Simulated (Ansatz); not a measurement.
**C2H2F6HfO: up Jacob's ladder to CCSD(T)**

An exercise on one series of results from a longer session: the logs are not shown, and one member is left open.

Method: functionals in def2-TZVPP, the program's frozen cores in correlated methods; program: Ansatz 0.2.0, Gaussian basis.

Levels to be run: LDA (SPW92), PBE-D4, revPBE-D4, BLYP-D4, r2SCAN-D4, B97M-V, PBE0-D4, B3LYP-D4, r2SCANh-D4, r2SCAN0-D4, HSE06-D4, BHLYP-D4, CAM-B3LYP-D4, LC-ωPBE, ωB97X-V, ωB97M-V, B2PLYP, PBE-QIDH; CCSD(T)/def2-SVP; CCSD(T)/def2-TZVPP; MP2/def2-QZVPP; extrapolation to the limit; RPA on PBE.

## Structure used throughout

All runs share one geometry, relaxed beforehand with PBE0-D4 in a triple-zeta def2 set. Hf takes the def2 core potential; no spin-orbit term is included.

12 atoms, charge 0, spin multiplicity 1.

Atoms are counted from 1 here; the program's logs count them from 0.

Bond lengths: F1–C2 1.336 Å, C2–F3 1.336 Å, C2–F4 1.336 Å, C2–C5 1.516 Å, C5–O6 1.378 Å, C5–H11 1.095 Å, C5–H12 1.095 Å, O6–Hf7 1.912 Å, Hf7–F8 1.903 Å, Hf7–F9 1.903 Å, Hf7–F10 1.905 Å. Angles: F1–C2–F3 108.1°, F1–C2–F4 107.4°, F1–C2–C5 111.6°, F3–C2–F4 108.1°, F3–C2–C5 109.9°, F4–C2–C5 111.6°, C2–C5–O6 110.8°, C2–C5–H11 107.5°, C2–C5–H12 107.5°, O6–C5–H11 111.1°, O6–C5–H12 111.1°, H11–C5–H12 108.7°, C5–O6–Hf7 172.5°, O6–Hf7–F8 110.4°, O6–Hf7–F9 110.4°, O6–Hf7–F10 108.6°, F8–Hf7–F9 109.4°, F8–Hf7–F10 109.0° and more.

The first run:

Input file in.yaml:

```yaml
crystal:
  periodic: [false, false, false]
  atoms:
    - {symbol: F, position_ang: [-0.709290, -0.136574, -2.084727]}
    - {symbol: C, position_ang: [-1.499795, -0.019585, -1.013941]}
    - {symbol: F, position_ang: [-2.664054, 0.499422, -1.413132]}
    - {symbol: F, position_ang: [-1.731693, -1.252007, -0.553038]}
    - {symbol: C, position_ang: [-0.876420, 0.866099, 0.047093]}
    - {symbol: O, position_ang: [0.327579, 0.347651, 0.472569]}
    - {symbol: Hf, position_ang: [1.957426, -0.556396, 0.899342]}
    - {symbol: F, position_ang: [1.593347, -2.305864, 1.553957]}
    - {symbol: F, position_ang: [3.070518, -0.677039, -0.639570]}
    - {symbol: F, position_ang: [2.866607, 0.434895, 2.247626]}
    - {symbol: H, position_ang: [-1.589219, 0.938731, 0.874690]}
    - {symbol: H, position_ang: [-0.745015, 1.860675, -0.390879]}
basis:
  gaussian: {orbitals: def2-TZVPP}
hamiltonian: {xc: lda}
output: {orbitals: {seedname: orbitals}}
```

On the command line:

```
$ ansatz run in.yaml --threads 2 --pin off --events-out ev --progress --plain --max-ram 22528MiB --backend cuda --devices 0, --max-vram 18GiB
```

Among the steps run: LDA; PBE-D4 (GGA); revPBE-D4 (GGA); BLYP-D4 (GGA); r2SCAN-D4 (meta-GGA); B97M-V (meta-GGA); B3LYP-D4 (hybrid); r2SCANh-D4 (hybrid); r2SCAN0-D4 (hybrid); HSE06-D4 (hybrid); BHLYP-D4 (hybrid); CAM-B3LYP-D4 (range-separated); LC-ωPBE (range-separated); ωB97X-V (range-separated); ωB97M-V (range-separated); B2PLYP (double hybrid); PBE-QIDH (double hybrid).

One of the session's tables, all rows but one given; the rest of the session is left out.

It belongs to the step «Frontier levels by functional». 

```
  functional  HOMO (eV)  gap (eV)
 LDA (SPW92)      -8.25      6.59
      PBE-D4      -8.02      6.65
   revPBE-D4      -7.93      6.70
     BLYP-D4      -7.95      6.55
   r2SCAN-D4      -8.41      7.54
      B97M-V          ?         ?
     PBE0-D4      -9.68      9.02
    B3LYP-D4      -9.45      8.44
  r2SCANh-D4      -9.02      8.36
  r2SCAN0-D4      -9.95      9.59
    HSE06-D4      -9.27      8.26
    BHLYP-D4     -11.31     11.10
CAM-B3LYP-D4     -11.19     11.15
     LC-ωPBE     -12.51     13.72
     ωB97X-V     -12.17     13.16
     ωB97M-V     -12.09     12.60
```

**Question.** Estimate the row for B97M-V.

As computed: HOMO (eV): -8.49; gap (eV): 7.18. In the column «HOMO (eV)» it lies between r2SCANh-D4 (-9.02) and r2SCAN-D4 (-8.41).
